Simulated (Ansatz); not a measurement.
# GeOSi: the cost of one run

Program: Ansatz 0.2.0, Gaussian basis. Level of theory: cc-pVTZ, core rule «outside noble gas», up to 20 orbitals frozen. These are calculated values, not measurements.

To be run: UHF; CCSD(T) on ROHF; CCSD(T) on UHF; BCCD(T) on ROHF; CCSDT(Q) on ROHF; CCSDT(Q) on UHF.

7 further runs of the same task are left out: 3 for a known fault of the program, 4 set aside as unsound or not needed.

**1. What is computed**

The geometry is a PBE0/def2-TZVP stationary point (not a proven minimum) of the parent state, kept for this charge and spin. No spin-orbit coupling is included. The filled d shell of Ge may be among the frozen orbitals whatever the setting's name suggests; the logs give the count.

3 atoms, charge 0, spin multiplicity 3.

Atoms are counted from 1 here; the program's logs count them from 0.

Bond lengths: O1–Ge2 1.628 Å, Ge2–Si3 2.311 Å. Angles: O1–Ge2–Si3 180.0°.

**2. UHF**

The input, in.yaml:

```yaml
crystal:
  periodic: [false, false, false]
  atoms:
    - {symbol: O, position_ang: [0.000000, 0.000000, -1.855228]}
    - {symbol: Ge, position_ang: [0.000000, 0.000000, -0.227715]}
    - {symbol: Si, position_ang: [0.000000, 0.000000, 2.082943]}
basis:
  gaussian: {orbitals: cc-pVTZ}
magnetization: {spin_polarized: true, initial_magnetization: 2}
hamiltonian: {xc: hf}
output: {orbitals: {seedname: orbitals}}
```

Launch:

```bash
ansatz run in.yaml --threads 1 --pin off --events-out ev --progress --plain --max-ram 2816MiB --backend cpu
```

**Question.** How long does this run take on 1 thread of AMD EPYC 7R13, shared host, and how much memory does it need?

About 6.5 s, with a peak of 0.31 GiB.
